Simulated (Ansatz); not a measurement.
This script makes a ranking of structure types by relaxed energy of As on several prototypes with the Ansatz DFT code, driven from Python.

`run_prototypes.py`
```python
'''As on common prototypes, each relaxed.'''

import ansatz as az
import numpy as np
import spglib

XC = 'r2scan'
ECUT = 620
KSPACING = 0.33
SMEARING = 'fermi_dirac'
SMEARING_WIDTH = 0.05


def hcp(a_site, a):
    return (
        az.Lattice.from_parameters(a, a, 1.633 * a, alpha=90, beta=90, gamma=120)
        .space_group(194)
        .atom(a_site, (1 / 3, 2 / 3, 0.25))
    )


def sc(A, a):
    return (
        az.Lattice.cubic(a)
        .space_group(221)
        .atom(A, (0, 0, 0))
    )


def fcc(A, a):
    return (
        az.Lattice.fcc(a)
        .space_group(225)
        .atom(A, (0, 0, 0))
        .primitive()
    )


def ground_state(name, crystal):
    calc = (
        crystal.calculation()
        .functional(XC)
        .basis(ECUT)
        .kpoints(spacing=KSPACING)
        .occupations(SMEARING, width=SMEARING_WIDTH)
        .stress()
        .band_table()
    )
    calc = calc.relax(force_tolerance=0.02, max_steps=60, cell=True)
    return calc.run(threads=1, backend='cpu')


def pressure_gpa(outcome):
    return float(np.trace(outcome.report['stress_gpa']) / 3)


def volume_per_atom(outcome):
    return abs(np.linalg.det(outcome.lattice.cell_ang)) / len(outcome.lattice.sites)


def space_group(outcome):
    sites = outcome.report['lattice']['sites']
    kinds = sorted({site['symbol'] for site in sites})
    cell = (outcome.lattice.cell_ang, [site['position_frac'] for site in sites], [kinds.index(site['symbol']) for site in sites])
    return spglib.get_spacegroup(cell, symprec=0.01)

# a is a first guess in angstrom
phases = {}
phases['hcp'] = hcp('As', 3.12)
phases['sc'] = sc('As', 2.87)
phases['fcc'] = fcc('As', 4.42)

done = {}
for name, crystal in phases.items():
    try:
        done[name] = ground_state(name, crystal)
    except az.NonConvergedError as error:
        print(name, 'did not converge:', str(error)[:120])

energy = {name: o.report['energy_sigma0_ev'] / len(o.lattice.sites) for name, o in done.items()}
lowest = min(energy.values())
rows = [(name, len(o.lattice.sites), 1000 * (energy[name] - lowest), pressure_gpa(o), volume_per_atom(o), space_group(o)) for name, o in done.items()]
rows.sort(key=lambda row: row[2])
print('| phase | atoms | dE (meV/atom) | P (GPa) | V (A^3/atom) | space group |')
print('| --- | --- | --- | --- | --- | --- |')
for row in rows:
    print(f'| {row[0]} | {row[1]:d} | {row[2]:.1f} | {row[3]:.2f} | {row[4]:.3f} | {row[5]} |')
print('order:', ' < '.join(row[0] for row in rows))
```

Which of these structures comes out lowest, and how far apart are they?

By space group at the end of each run: Pm-3m (+0 meV an atom, 19.9 Å³), P6_3/mmc (+594 meV an atom, 19.0 Å³) and Fm-3m (+639 meV an atom, 19.3 Å³).

The run itself:

```console
$ python run_prototypes.py
| phase | atoms | dE (meV/atom) | P (GPa) | V (A^3/atom) | space group |
| --- | --- | --- | --- | --- | --- |
| sc | 1 | 0.0 | -0.01 | 19.876 | Pm-3m (221) |
| hcp | 2 | 594.4 | 0.00 | 19.020 | P6_3/mmc (194) |
| fcc | 1 | 639.5 | -0.03 | 19.279 | Fm-3m (225) |
order: sc < hcp < fcc
```

What to keep in mind:
- For the metals among these phases the mesh is modest: differences between phases can be off by up to 40 meV an atom.
- Pressure is positive in compression.
- The cells are built on prototypes, so most aren't the phase found in nature. Rows bear the name of their start, and a relaxation keeps or raises the symmetry. Differences under about 40 meV an atom lie within the error of mesh and functional.
- Finished in 43 s on 1 thread of Arm Neoverse V1 (shared host), peak memory 0.55 GiB.
